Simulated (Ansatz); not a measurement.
Geometry optimisation, DFT PBE, scalar-relativistic, plane waves, PAW in Ansatz 0.2.0.

Input file:

```yaml
crystal:
  lattice:
    - [-4.1773, -4.1773, 0.0]
    - [4.1773, -4.1773, 0.0]
    - [0.0, 0.0, 5.331]
  atoms:
    - { symbol: Si, position: [0.5, 0.5, 0.0] }
    - { symbol: Si, position: [0.0, 0.5, 0.25] }
    - { symbol: O, position: [0.19386, 0.5, 0.0] }
    - { symbol: O, position: [0.0, 0.19386, 0.25] }
    - { symbol: O, position: [0.80614, 0.5, 0.0] }
    - { symbol: O, position: [0.0, 0.80614, 0.25] }
    - { symbol: Si, position: [0.5, 0.5, 0.5] }
    - { symbol: Si, position: [0.0, 0.5, 0.75] }
    - { symbol: O, position: [0.19386, 0.5, 0.5] }
    - { symbol: O, position: [0.0, 0.19386, 0.75] }
    - { symbol: O, position: [0.80614, 0.5, 0.5] }
    - { symbol: O, position: [0.0, 0.80614, 0.75] }
    - { symbol: Si, position: [0.0, 0.0, 0.0] }
    - { symbol: Si, position: [0.5, 0.0, 0.25] }
    - { symbol: O, position: [0.69386, 0.0, 0.0] }
    - { symbol: O, position: [0.5, 0.69386, 0.25] }
    - { symbol: O, position: [0.30614, 0.0, 0.0] }
    - { symbol: O, position: [0.5, 0.30614, 0.25] }
    - { symbol: Si, position: [0.0, 0.0, 0.5] }
    - { symbol: Si, position: [0.5, 0.0, 0.75] }
    - { symbol: O, position: [0.69386, 0.0, 0.5] }
    - { symbol: O, position: [0.5, 0.69386, 0.75] }
    - { symbol: O, position: [0.30614, 0.0, 0.5] }
    - { symbol: O, position: [0.5, 0.30614, 0.75] }
    - { symbol: O, position: [0.28241952, 0.85351658, 0.73549301], spin: 1.0 }
magnetization:
  spin_polarized: true
basis:
  ecutwfc: 420.0
kpoints:
  mp_grid: { grid: [2, 2, 2] }
hamiltonian:
  xc: pbe
  pseudopotentials: { kind: paw, azcp: { folder: soft_1 } }
scf:
  occupations: { method: gaussian, width: 0.05 }
  lower_state_search: "off"
relax:
  f_tol: 0.03
  max_steps: 60
  adjacent_minimum: "off"
```

Command:

```bash
$ ansatz run input.yaml --threads 2 --pin off --max-ram 5120MiB --backend cpu --events-out ev --progress --plain --runs-dir out
```

Question: Where does it end, and by what steps?

Answer: The forces met the threshold. Limits of this set-up: coarse k mesh, a small cell, in which the defect meets its images, a typed lattice constant that wasn't relaxed here. After 15 steps the energy has fallen by 10.187 eV; O25 moved furthest, 1.05 Å. The start is strongly strained (largest force component 13 eV/Å). Joined: Si7–O25 (2.75 → 1.77 Å).

```tsv
step	energy less start (eV)	largest force component (eV/Å)	accepted
0	0.0000	12.845	yes
1	-5.4082	5.476	yes
2	-7.4401	2.293	yes
3	-8.2627	4.437	yes
4	-8.7441	3.571	yes
5	-9.4770	2.350	yes
6	-9.6710	1.735	yes
7	-9.8060	2.588	yes
8	-9.8956	0.749	yes
9	-10.0627	0.714	yes
10	-10.0833	0.910	yes
11	-10.1292	0.530	yes
12	-10.1710	0.444	yes
13	-10.1840	0.170	yes
14	-10.1866	0.045	yes
15	-10.1867	0.024	yes
```

```xyz
25
Lattice="-4.1773 -4.1773 0.0000 4.1773 -4.1773 0.0000 0.0000 0.0000 5.3310" Properties=species:S:1:pos:R:3
Si -0.034 -4.121 0.096
Si 2.097 -2.057 1.342
O 1.291 -2.922 -0.004
O 0.863 -0.756 1.325
O -1.407 -5.381 0.065
O 3.429 -3.310 1.312
Si 0.089 -4.168 2.636
Si 2.121 -2.056 4.003
O 1.306 -2.819 2.639
O 0.859 -0.781 3.979
O -1.222 -5.417 2.661
O 3.405 -3.347 3.989
Si 0.081 0.043 -0.013
Si -2.029 -2.052 1.303
O -2.722 -2.959 -0.020
O 0.872 -4.969 1.338
O -1.178 -1.278 -0.017
O -0.768 -3.345 1.372
Si 0.068 0.040 2.644
Si -1.866 -2.134 3.942
O -2.812 -2.875 2.662
O 0.318 -5.389 4.434
O -1.070 -1.329 2.576
O -0.679 -3.370 3.981
O 1.373 -4.829 3.656
```

Whether the end is a true minimum wasn't checked by a vibrational analysis.

The run took 82 s on 2 threads of Intel(R) Xeon(R) 6975P-C (Granite Rapids), with other jobs on the host, peak memory 0.64 GiB.
